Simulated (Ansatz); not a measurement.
# Bromine (Br₂): small, medium and large basis sets

An exercise on one series of results from a longer session: the logs are not shown, and one member is left open.

Method: one geometry, several basis sets; program: Ansatz 0.2.0, Gaussian basis.

Plan: PBE0-D4/def2-SVP; ωB97M-V/def2-SVP; PBE0-D4/def2-QZVPP; ωB97M-V/def2-QZVPP; the functionals' def2-TZVPP values are taken from earlier runs.

### Structure used throughout

The geometry comes from an earlier relaxation with PBE0-D4 in a triple-zeta def2 set; it is a stationary point.

SMILES `BrBr`, 2 atoms, charge 0, spin multiplicity 1.

Atoms are counted from 1 here; the program's logs count them from 0.

Bond lengths: Br1–Br2 2.282 Å.

The first run:

in.yaml

```yaml
crystal:
  periodic: [false, false, false]
  atoms:
    - {symbol: Br, position_ang: [0.973120, -0.325440, 0.498590]}
    - {symbol: Br, position_ang: [-0.973120, 0.325440, -0.498590]}
basis:
  gaussian: {orbitals: def2-SVP}
hamiltonian: {xc: pbe0, dispersion: d4}
output: {orbitals: {seedname: orbitals}}
```

Started as:

```console
$ ansatz run in.yaml --threads 4 --pin off --events-out ev --progress --plain --max-ram 10444MiB
```

Steps of the session up to this table: PBE0-D4 in def2-SVP; ωB97M-V in def2-SVP; PBE0-D4 in def2-QZVPP; ωB97M-V in def2-QZVPP.

One table of the session follows, with a row left open; its other results are not shown here.

| functional | basis | HOMO (eV) | LUMO (eV) |
| --- | --- | --- | --- |
| PBE0-D4 | def2-SVP | -8.00 | -3.46 |
| PBE0-D4 | def2-TZVPP | ? | ? |
| PBE0-D4 | def2-QZVPP | -8.12 | -3.52 |
| ωB97M-V | def2-SVP | -10.18 | -1.24 |
| ωB97M-V | def2-TZVPP | -10.29 | -1.37 |
| ωB97M-V | def2-QZVPP | -10.32 | -1.42 |

Q: Estimate the row for PBE0-D4, def2-TZVPP from the others.

As computed: HOMO (eV): -8.10; LUMO (eV): -3.51. In the column «HOMO (eV)» it lies between PBE0-D4, def2-QZVPP (-8.12) and PBE0-D4, def2-SVP (-8.00).
